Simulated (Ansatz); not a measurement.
NiMoIrPdW:

```xyz
5
Lattice="4.1467 0.0000 0.0000 -2.0734 3.5911 0.0000 0.0000 0.0000 5.4163" Properties=species:S:1:pos:R:3 pbc="T T T"
Ni    0.0000    0.0000    0.1203
Mo    2.0734    1.1970    2.4913
Pd    0.0000    2.3941    4.0406
Ir    0.0000    2.3941    1.3888
W     2.0734    1.1970    5.4155
```

The cell was built by a generator and needn't be a form met in nature.

Base run:

| Property | Result |
| --- | --- |
| Program | Ansatz 0.2.0 |
| Functional | PBE |
| Potentials or basis | all-electron LAPW, scalar-relativistic |
| Cutoff | 343 eV (chosen from the basis error) |
| Basis error allowed | 0.002 eV/atom |
| k mesh | 5 × 5 × 4 |
| Occupations | fermi-dirac, width 0.05 eV |
| Spin | collinear spin, ferromagnetic start |
| Starting moments | [1.0, 1.0, 0.0, 0.6, 0.0] μB |

Its results: band gap on the k mesh none (metal or under the smearing width); pressure 0.1 GPa; net moment 0.00 μB per cell; largest force 0.119 eV/Å.

Task: The run is repeated on the same cell with these changes: hubbard terms from none to Ir d U = 3 eV, Mo d U = 3 eV, Ni d U = 3 eV, Pd d U = 3 eV, W d U = 3 eV. What comes out?

Result: Band gap on the k mesh none (metal or under the smearing width); pressure 0.8 GPa; net moment 0.00 μB per cell; largest force 0.352 eV/Å.

Caveats: the k mesh is thin for a metal, which can move the energy by tens of meV per atom; the starting moments weren't kept; the magnetic state may not be the lowest (some runs); U is the effective U less J, on atomic orbitals that reach past the spheres (some runs); the U is typed as a test and isn't derived for this compound (some runs).
